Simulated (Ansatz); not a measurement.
# Cd (reference phase): the cost of one run

Computed with Ansatz 0.2.0 (DFT PBE, with the methods named in each step, unless a step's input says otherwise).

**1. The starting structure**

It takes space group P6_3/mmc (No. 194, hexagonal). Conventional cell: a = 2.979 Å, b = 2.979 Å, c = 5.618 Å, α = 90.00°, β = 90.00°, γ = 120.00°. Cd (site symmetry -6m2) has 12 Cd at 2.98 to 3.29 Å as nearest neighbours.

Coordinates:

```cif
data_structure
_symmetry_space_group_name_H-M 'P6_3/mmc'
_symmetry_Int_Tables_number 194
_cell_length_a 2.9789
_cell_length_b 2.9789
_cell_length_c 5.6177
_cell_angle_alpha 90.000
_cell_angle_beta 90.000
_cell_angle_gamma 120.000
_cell_volume 43.17
loop_
_atom_site_label
_atom_site_type_symbol
_atom_site_symmetry_multiplicity
_atom_site_Wyckoff_symbol
_atom_site_fract_x
_atom_site_fract_y
_atom_site_fract_z
_atom_site_occupancy
Cd1 Cd 2 c 0.33333 0.66667 0.25000 1
```

The file gives the conventional cell by its symmetry; the runs use the cell typed in the input.

Atoms are numbered in the order of the input: Cd1, Cd2.

**2. Relaxed, PAW**

input.yaml reads:

```yaml
crystal:
  lattice:
    - [2.97887, 0.0, 0.0]
    - [-1.489435, 2.5797770946, 0.0]
    - [0.0, 0.0, 5.61765]
  atoms:
    - { symbol: Cd, position: [0.3333333333, 0.6666666667, 0.25] }
    - { symbol: Cd, position: [0.6666666667, 0.3333333333, 0.75] }
kpoints:
  mp_grid: { grid: [20, 20, 9] }
scf:
  occupations: { method: fermi_dirac, width: 0.05 }
hamiltonian:
  xc: pbe
  pseudopotentials: { kind: paw }
output:
  forces: true
  stress: true
relax:
  f_tol: 0.003
  max_steps: 80
  cell: {}
```

On the command line:

```sh
> ansatz run input.yaml --threads 1 --pin off --max-ram 3072MiB --backend cpu --events-out ev --progress --plain --runs-dir out
```

Q: Estimate wall time and peak memory on 1 thread of Arm Neoverse V2, shared host.

About 50 s, with a peak of 0.45 GiB.
